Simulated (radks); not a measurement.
**The Coulomb parameter U of the 4f shell of Gd²⁺**

Aim: U as the second difference [E(n + 0.5) + E(n − 0.5) − 2E(n)]/0.5², with all orbitals relaxed. Bare: the atom's charge changes with n. Screened: the 6s shell takes up the change. The start is a model configuration, not necessarily the ground state.

Method: Dirac Kohn-Sham, PBE, spin-unpolarised, spherical densities, finite nucleus; open shells are shared between the two j in proportion to 2j + 1. Code: radks (a radial shooting solver on a logarithmic mesh, Libxc functionals) version 1.

### 1 The system

| Property | Result |
| --- | --- |
| element | gadolinium (Z = 64) |
| charge | +2 |
| electrons | 62 |
| configuration | [Xe] 4f5.5 5d1 6s1.5 |
| nuclear rms radius | 5.1569 fm |

### 2 Start: [Xe] 4f5.5 5d1 6s1.5

Settings of this run:

```text
Z 64
configuration [Xe] 4f5.5 5d1 6s1.5
relativity Dirac
functional pbe,pbe
spin unpolarised
j_filling average
nucleus finite rms 5.1569 fm
c 137.035999084
```

### 3 Bare +0.5: [Xe] 4f6 5d1 6s1.5

Changes since step 2:

```diff
@@ -1,3 +1,3 @@
 Z 64
-configuration [Xe] 4f5.5 5d1 6s1.5
+configuration [Xe] 4f6 5d1 6s1.5
 relativity Dirac
```

### 4 Bare -0.5: [Xe] 4f5 5d1 6s1.5

Changes since step 3:

```diff
@@ -1,3 +1,3 @@
 Z 64
-configuration [Xe] 4f6 5d1 6s1.5
+configuration [Xe] 4f5 5d1 6s1.5
 relativity Dirac
```

### 5 Screened +0.5: [Xe] 4f6 5d1 6s1

Changes since step 4:

```diff
@@ -1,3 +1,3 @@
 Z 64
-configuration [Xe] 4f5 5d1 6s1.5
+configuration [Xe] 4f6 5d1 6s1
 relativity Dirac
```

### 6 Screened -0.5: [Xe] 4f5 5d1 6s2

Changes since step 5:

```diff
@@ -1,3 +1,3 @@
 Z 64
-configuration [Xe] 4f6 5d1 6s1
+configuration [Xe] 4f5 5d1 6s2
 relativity Dirac
```

Q: Predict the outcome of this session.

The runs gave:

| quantity | value (eV) |
| --- | --- |
| U, bare | 19.280 |
| U, screened by 6s | 9.011 |
| F0(4f,4f), frozen orbitals | 31.672 |

What this shows: Relaxing the orbitals brings U down to 61 % of the Slater integral F0. Letting 6s compensate leaves 47 % of the bare value; this second difference measures U(4f,4f) + U(6s,6s) − 2U(4f,6s). A solid screens further than the bare atom, so the bare value is an upper guide for the U of a crystal.
